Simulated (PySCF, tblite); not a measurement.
**C₄H₁₂OSi: geometry, infrared bands and NMR shifts**

Wanted: the infrared bands and NMR shifts of C₄H₁₂OSi (`COC[C@H](C)[SiH3]`), by calculation.

Computed with tblite 0.8.0 and PySCF 2.14.0, with density-fitted response routines of our own, on a single molecule in the gas phase. Atoms count from 0, in the outputs and in this text.

## 1. The starting structure

18 atoms, charge 0, multiplicity 1; geometry from: force field or distance geometry start.

Bonds of the start (Å): C0–O1 1.42, O1–C2 1.39, C2–C3 1.50, C3–C4 1.52, C3–Si5 1.85, C0–H6 1.12, C0–H7 1.11, C0–H8 1.11, C2–H9 1.11, C2–H10 1.12, C3–H11 1.14, C4–H12 1.10, C4–H13 1.10, C4–H14 1.08, Si5–H15 1.48, Si5–H16 1.45, Si5–H17 1.49.

## 2. Optimising the geometry with GFN2-xTB

What the job is given:

```
{"job": {"kind": "relax", "xc": "GFN2-xTB", "basis": "xTB"}, "charge": 0, "multiplicity": 1}
C      2.691000     0.196700     0.061100
O      1.373200     0.001800    -0.425800
C      0.575300     0.033200     0.716600
C     -0.888400    -0.148400     0.451600
C     -1.242300    -1.482100    -0.177400
Si    -1.736100     1.254400    -0.408200
H      2.930300    -0.619600     0.782500
H      2.813900     1.162500     0.600100
H      3.453100     0.155200    -0.738400
H      0.908600    -0.795900     1.381100
H      0.743400     0.981800     1.292400
H     -1.377900    -0.207200     1.480600
H     -0.933000    -1.531700    -1.233100
H     -2.342900    -1.565200    -0.153100
H     -0.795900    -2.288800     0.385600
H     -1.460500     2.567100     0.223300
H     -1.530800     1.280900    -1.845500
H     -3.189600     1.011600    -0.199300
```

The run is started by

```
> OMP_NUM_THREADS=1 python probes_run.py task.json out
```

One launch serves the whole session: the jobs run in the order shown.

**Question.** This job is followed by: GFN2-xTB harmonic vibrations, gas phase; GIAO PBE0/pcSseg-1 NMR shielding, non-relativistic, gas phase. Predict these results of the whole session: strongest single infrared mode (GFN2-xTB); zero-point energy (GFN2-xTB); 13C shifts against TMS (PBE0/pcSseg-1); 1H shifts against TMS (PBE0/pcSseg-1, means over atoms taken as alike); 17O shifts against H2O (PBE0/pcSseg-1); 29Si shifts against TMS (PBE0/pcSseg-1).

**Answer**, as computed:

| quantity | value |
| --- | --- |
| strongest single infrared mode (GFN2-xTB) | 2197 cm⁻¹, 385 km/mol |
| zero-point energy (GFN2-xTB) | 92.9 kcal/mol |
| 13C shifts against TMS (PBE0/pcSseg-1) | 80.5, 60.5, 22.8, 19.1 ppm |
| 1H shifts against TMS (PBE0/pcSseg-1, means over atoms taken as alike) | 3.66, 3.50, 3.46, 3.40, 1.29, 1.27 ppm |
| 17O shifts against H2O (PBE0/pcSseg-1) | 31.5 ppm |
| 29Si shifts against TMS (PBE0/pcSseg-1) | -69.7 ppm |

What this shows: Relaxing lowered the energy by 0.424 eV in 131 steps; the close pair that moved most is C3–Si5, from 1.851 to 1.912 Å. No mode is imaginary among the 48: a minimum at this level. The strongest single mode, at 2197 cm⁻¹, moves mainly H17. Unscaled tight-binding wavenumbers are off by several per cent, some by more. Its intensities can rank the bands wrongly. At PBE0/pcSseg-1: The widest tensor belongs to C0: span 91 ppm, with a paramagnetic part of -116 ppm.
